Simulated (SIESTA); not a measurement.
# Ti3In under changes of volume

One of the cells (18.616 Å³/atom); the others are scaled copies at fixed shape and fractional positions:

```xyz
4
Lattice="-2.0578 2.0578 4.3963 2.0578 -2.0578 4.3963 2.0578 2.0578 -4.3963" Properties=species:S:1:pos:R:3 pbc="T T T"
In    0.0000    0.0000    0.0000
Ti    0.0000    0.0000    4.3963
Ti    2.0578    0.0000    2.1981
Ti    0.0000    2.0578    2.1981
```

The cell comes from a database or a generator and needn't be the stable form of this composition.

- Program: SIESTA 5.4.2
- Functional: PBEsol
- Potentials or basis: PseudoDojo 0.4 standard (PBEsol files)
- Basis: DZP (energy shift 0.003 Ry; two zetas on semicore shells)
- Grid cutoff: 800 Ry
- Energy shift: 0.003 Ry
- k mesh: 9 × 9 × 9
- Occupations: fermi-dirac, width 0.05 eV
- Spin: no spin polarisation

| volume (Å³/atom) | energy over the lowest point (meV/atom) | pressure (GPa) |
| --- | --- | --- |
| 17.156 | ? | ? |
| 17.521 | 0.00 | 0.2 |
| 17.886 | 2.53 | -2.3 |
| 18.616 | 22.47 | -6.3 |
| 18.981 | 38.96 | -8.0 |
| 19.346 | 59.14 | -9.6 |

**Question.** What does the run at 17.156 Å³/atom give?

**Answer.** Energy over the lowest point 3.26 meV/atom; pressure 2.8 GPa.

Worked out: A Birch-Murnaghan fit of order 3 (a polynomial in V^(-2/3)) to the other rows has its minimum at 17.54 Å³/atom with B0 = V·E''(V) = 120 GPa and B' = 4.1 at fixed shape and positions, which overstates the stiffness. It gives 3.21 meV/atom at 17.156 Å³/atom, against the run's 3.26, and -dE/dV = 2.8 GPa, against 2.8.

Energies are extrapolated to zero smearing.

Caveats: the basis of atomic orbitals isn't converged, which shifts pressures, moduli and gaps.
